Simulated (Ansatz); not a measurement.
# C₃GaN₃: basis-set convergence

How large a basis does C₃GaN₃ need? Two functionals are run in growing sets.

The runs use Ansatz 0.2.0, Gaussian basis; one geometry, several basis sets.

The runs, in order: PBE0-D4/def2-SVP; ωB97M-V/def2-SVP; PBE0-D4/def2-QZVPP; ωB97M-V/def2-QZVPP; the functionals' def2-TZVPP values are taken from earlier runs.

### 1 The relaxed structure

All runs share one geometry, relaxed beforehand with PBE0-D4 in a triple-zeta def2 set.

SMILES `N#[C][Ga]([C]#N)[C]#N`, 7 atoms, charge 0, spin multiplicity 1.

Atoms are counted from 1 here; the program's logs count them from 0.

Bond lengths: N1–C2 1.152 Å, C2–Ga3 1.909 Å, Ga3–C4 1.909 Å, Ga3–C6 1.909 Å, C4–N5 1.152 Å, C6–N7 1.152 Å. Angles: N1–C2–Ga3 180.0°, C2–Ga3–C4 120.0°, C2–Ga3–C6 120.0°, C4–Ga3–C6 120.0°, Ga3–C4–N5 180.0°, Ga3–C6–N7 180.0°.

### 2 PBE0-D4 in def2-SVP

in.yaml reads:

```yaml
crystal:
  periodic: [false, false, false]
  atoms:
    - {symbol: N, position_ang: [0.950186, -2.511045, 1.471590]}
    - {symbol: C, position_ang: [0.592679, -1.566301, 0.917560]}
    - {symbol: Ga, position_ang: [0.000291, -0.000203, -0.000325]}
    - {symbol: C, position_ang: [-1.275250, -0.146657, -1.413702]}
    - {symbol: N, position_ang: [-2.045429, -0.234730, -2.265972]}
    - {symbol: C, position_ang: [0.682988, 1.712684, 0.495690]}
    - {symbol: N, position_ang: [1.094535, 2.746242, 0.795169]}
basis:
  gaussian: {orbitals: def2-SVP}
hamiltonian: {xc: pbe0, dispersion: d4}
output: {orbitals: {seedname: orbitals}}
```

Launch:

```
> ansatz run in.yaml --threads 4 --pin off --events-out ev --progress --plain --max-ram 10444MiB
```

The runs that follow: ωB97M-V in def2-SVP; PBE0-D4 in def2-QZVPP; ωB97M-V in def2-QZVPP.

Q: Predict the results of all the runs planned. Wanted: PBE0-D4: double and triple zeta above quadruple; ωB97M-V: double and triple zeta above quadruple.

As calculated:

| quantity | value |
| --- | --- |
| PBE0-D4: double and triple zeta above quadruple | 16.95, 1.56 eV |
| ωB97M-V: double and triple zeta above quadruple | 17.10, 1.48 eV |

What this shows: For PBE0-D4 the step from double to triple zeta gains 15.39 eV and the next only 1.56 eV. Total energies overstate the basis error of differences, where much of it tends to cancel.
